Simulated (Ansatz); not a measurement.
**C2H6O2Si: molecular dynamics**

Purpose: to follow the molecule's vibrations and see whether its bonds hold. The start is relaxed first. Runs: 600 steps of 1 fs at constant energy, with velocities drawn for 400 K. SMILES of the start: O=C[SiH2]CO.

Method: RHF/6-31G, in Ansatz 0.2.0.

### 1 The system as given

Bond lengths: O1–C2 1.175 Å, C2–Si3 1.859 Å, Si3–C4 1.804 Å, C4–O5 1.432 Å, C2–H6 1.117 Å, Si3–H7 1.550 Å, Si3–H8 1.510 Å, C4–H9 1.126 Å, C4–H10 1.145 Å, O5–H11 0.988 Å. Angles (14 of 16 angles, heavy atoms first): O1–C2–Si3 116.5°, C2–Si3–C4 113.6°, Si3–C4–O5 121.7°, O1–C2–H6 125.4°, Si3–C2–H6 118.1°, C2–Si3–H7 108.8°, C2–Si3–H8 110.1°, C4–Si3–H7 108.6°, C4–Si3–H8 112.1°, Si3–C4–H9 108.8°, Si3–C4–H10 111.0°, O5–C4–H9 105.7°, O5–C4–H10 106.7°, C4–O5–H11 108.5°.

Structure file:

```xyz
11

O    -1.1166    2.0957    0.3708
C     0.0017    2.0540    0.0135
Si    0.7287    0.3621   -0.2393
C    -0.4210   -0.9799    0.1257
O    -0.0483   -2.3538   -0.0332
H     0.6558    2.9413   -0.1688
H     1.9718    0.2105    0.6738
H     1.3108    0.2495   -1.6279
H    -1.3484   -0.8417   -0.4970
H    -0.8519   -0.8753    1.1810
H    -0.8174   -2.9193    0.2218
```

### 2 Preparing the start

Contents of input.yaml:

```yaml
crystal:
  periodic: [false, false, false]
  atoms:
    - { symbol: O, position_ang: [-1.1166, 2.0957, 0.3708] }
    - { symbol: C, position_ang: [0.0017, 2.054, 0.0135] }
    - { symbol: Si, position_ang: [0.7287, 0.3621, -0.2393] }
    - { symbol: C, position_ang: [-0.421, -0.9799, 0.1257] }
    - { symbol: O, position_ang: [-0.0483, -2.3538, -0.0332] }
    - { symbol: H, position_ang: [0.6558, 2.9413, -0.1688] }
    - { symbol: H, position_ang: [1.9718, 0.2105, 0.6738] }
    - { symbol: H, position_ang: [1.3108, 0.2495, -1.6279] }
    - { symbol: H, position_ang: [-1.3484, -0.8417, -0.497] }
    - { symbol: H, position_ang: [-0.8519, -0.8753, 1.181] }
    - { symbol: H, position_ang: [-0.8174, -2.9193, 0.2218] }
basis:
  gaussian: { orbitals: "6-31G" }
hamiltonian:
  xc: hf
relax:
  f_tol: 0.02
  max_steps: 40
```

Launch:

```bash
$ ansatz run input.yaml --threads 1 --pin off --max-ram 2048MiB --backend cpu --events-out ev --progress --plain --runs-dir out
```

The runs that follow: Dynamics.

What does the calculation give? Wanted: relaxation of the start; temperature, first and last step; temperature, second half; potential energy, second half; largest change of the total energy; bonds formed or broken.

As calculated:

| quantity | value |
| --- | --- |
| relaxation of the start | 9 moves, 0.857 eV lower |
| length | 600 steps of 1 fs |
| temperature, first and last step | 400 and 153 K |
| temperature, second half | mean 208 K, from 95 to 295 K |
| potential energy, second half | +20 meV/atom from the start |
| largest change of the total energy | 0.11 meV/atom |
| bonds formed or broken | 0 |

In words: The temperature starts at 400 K and averages 208 K in the second half, where it ranges from 95 to 295 K; a mean near half the start is what vibrations about a minimum give, since they share energy equally between motion and strain. The total energy strays from its start by at most 0.11 meV/atom, 0.5 % of the mean kinetic energy, so a step of 1 fs is short enough over this time. No bond forms or breaks. Averages from a run of 600 fs with 11 atoms are rough. The basis is very small, so the numbers are rough.
